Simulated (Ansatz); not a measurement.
# C₄H₉AlFN: basis-set convergence

An exercise on one series of results from a longer session: the logs are not shown, and one member is left open.

Program: Ansatz 0.2.0, Gaussian basis. Level of theory: one geometry, several basis sets. These are calculated values, not measurements.

The runs, in order: PBE0-D4/def2-SVP; ωB97M-V/def2-SVP; PBE0-D4/def2-QZVPP; ωB97M-V/def2-QZVPP; the functionals' def2-TZVPP values are taken from earlier runs.

## The geometry

An earlier PBE0-D4 in a triple-zeta def2 set relaxation fixed the geometry.

SMILES `CC#[N+][Al-]([CH3])([CH3])[F]`, 16 atoms, charge 0, spin multiplicity 1.

Atoms are counted from 1 here; the program's logs count them from 0.

Bond lengths: C1–C2 1.442 Å, C1–H8 1.091 Å, C1–H9 1.091 Å, C1–H10 1.091 Å, C2–N3 1.143 Å, N3–Al4 2.049 Å, Al4–C5 1.962 Å, Al4–C6 1.962 Å, Al4–F7 1.680 Å, C5–H11 1.096 Å, C5–H12 1.095 Å, C5–H13 1.095 Å, C6–H14 1.095 Å, C6–H15 1.096 Å, C6–H16 1.095 Å. Angles: C2–C1–H8 109.7°, C2–C1–H9 109.4°, C2–C1–H10 109.7°, H8–C1–H9 109.3°, H8–C1–H10 109.4°, H9–C1–H10 109.3°, C1–C2–N3 179.7°, C2–N3–Al4 177.9°, N3–Al4–C5 101.1°, N3–Al4–C6 101.1°, N3–Al4–F7 96.2°, C5–Al4–C6 121.2°, C5–Al4–F7 115.3°, C6–Al4–F7 115.3°, Al4–C5–H11 112.1°, Al4–C5–H12 111.2°, Al4–C5–H13 112.2°, H11–C5–H12 106.7° and more.

Set-up of the first run:

Input file in.yaml:

```yaml
crystal:
  periodic: [false, false, false]
  atoms:
    - {symbol: C, position_ang: [2.299744, -0.153998, 2.425855]}
    - {symbol: C, position_ang: [1.379620, 0.030614, 1.331183]}
    - {symbol: N, position_ang: [0.653005, 0.180988, 0.462128]}
    - {symbol: Al, position_ang: [-0.610996, 0.509714, -1.117167]}
    - {symbol: C, position_ang: [-0.354633, -1.134286, -2.156096]}
    - {symbol: C, position_ang: [-2.298254, 0.868412, -0.183164]}
    - {symbol: F, position_ang: [0.185787, 1.865594, -1.708654]}
    - {symbol: H, position_ang: [2.790955, -1.123901, 2.334084]}
    - {symbol: H, position_ang: [3.052973, 0.635192, 2.404376]}
    - {symbol: H, position_ang: [1.758913, -0.110636, 3.372448]}
    - {symbol: H, position_ang: [-0.645459, -2.027817, -1.592767]}
    - {symbol: H, position_ang: [-0.962549, -1.125896, -3.067089]}
    - {symbol: H, position_ang: [0.685517, -1.265840, -2.471243]}
    - {symbol: H, position_ang: [-3.106125, 1.079976, -0.891761]}
    - {symbol: H, position_ang: [-2.625351, 0.014286, 0.420008]}
    - {symbol: H, position_ang: [-2.226049, 1.734899, 0.482062]}
basis:
  gaussian: {orbitals: def2-SVP}
hamiltonian: {xc: pbe0, dispersion: d4}
output: {orbitals: {seedname: orbitals}}
```

Launch:

```sh
ansatz run in.yaml --threads 4 --pin off --events-out ev --progress --plain --max-ram 11315MiB
```

Among the steps run: PBE0-D4 in def2-SVP; ωB97M-V in def2-SVP; PBE0-D4 in def2-QZVPP; ωB97M-V in def2-QZVPP.

One table of the session follows, with a row left open; its other results are not shown here.

| functional | basis | HOMO (eV) |
| --- | --- | --- |
| PBE0-D4 | def2-SVP | -6.64 |
| PBE0-D4 | def2-TZVPP | -6.73 |
| PBE0-D4 | def2-QZVPP | -6.75 |
| ωB97M-V | def2-SVP | ? |
| ωB97M-V | def2-TZVPP | -8.96 |
| ωB97M-V | def2-QZVPP | -8.97 |

Estimate the missing values for ωB97M-V, def2-SVP.

**Answer.** HOMO (eV): -8.86. In the column «HOMO (eV)» it lies between ωB97M-V, def2-TZVPP (-8.96) and PBE0-D4, def2-QZVPP (-6.75).
